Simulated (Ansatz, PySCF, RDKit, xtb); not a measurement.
**C2H7B2FO2: which of the isomers drawn lies lowest?**

Which of a sample of isomers of C2H7B2FO2 is the most stable in the gas at 298.15 K, and what are its properties? The sample is small against all isomers, and the most stable one of this formula need not be in it.

Plan: many cheap relaxations first (GFN2-xTB), then density-functional screening, relaxation at r2SCAN-D4/def2-SVP, vibrations (at GFN2-xTB) and a final energy. The numbers are computed, not measured.

## Step 1: Candidates

Isomers were taken from a list of plausible structures; this is a sample, not all of them. That gives 5 candidates.

```csv
label,SMILES,spin
c345,BOBO[C@H](C)F,singlet
c498,CCOBOBF,singlet
c581,COCBOBF,singlet
c817,BOB(F)COC,singlet
c866,BO[C@H](F)OBC,singlet
```

Candidates are built by distance geometry, with a force field where one applies, in up to four conformers (letters a to d).

Q: Predict the outcome of this search (final energies at CCSD(T)/def2-SVP + MP2/def2-TZVPP - MP2/def2-SVP).

| quantity | value |
| --- | --- |
| lowest structure found | CCOBOBF, singlet |
| next finalist | BOBO[C@H](C)F, singlet, 46.0 kcal/mol higher in G |
| share at equilibrium, among the finalists | 100.0 % |
| dipole moment (PBE0/def2-SVPD) | 1.62 D |
| HOMO energy (PBE0/def2-SVPD) | -9.14 eV |
| LUMO energy (PBE0/def2-SVPD) | -0.10 eV |
| HOMO–LUMO gap (PBE0/def2-SVPD) | 9.04 eV |
| lowest excitation (TD-PBE0/def2-SVPD) | 7.80 eV (f = 0.003) |
| strongest of the states computed, same level | 8.65 eV (f = 0.108) |
| lowest triplet excitation, same level, Tamm-Dancoff | 7.08 eV |
| vertical ionisation energy | 11.14 eV |
| vertical electron affinity | -1.32 eV (unbound: the value depends on the basis) |
| vertical triplet less singlet | +7.18 eV |

The search ends on `CCOBOBF`. The margin of 46.0 kcal/mol over the next finalist is beyond the usual error of the last level; it says nothing of structures that weren't ranked. r2SCAN-D4/def2-SVP, r2SCAN-D4/def2-SVP, relaxed, HF/def2-SVP and MP2/def2-SVP already put its bonding pattern lowest among the structures in one piece. One minimum inside the window was never screened. Lowest found is not proven lowest: the search is finite, and each finalist counts with one conformer. Only 5 drawn patterns were tried, so whole families of isomers are missing, and the result ranks this sample alone. The lowest isomer need not be the one that is made and kept in a bottle, which depends on barriers.
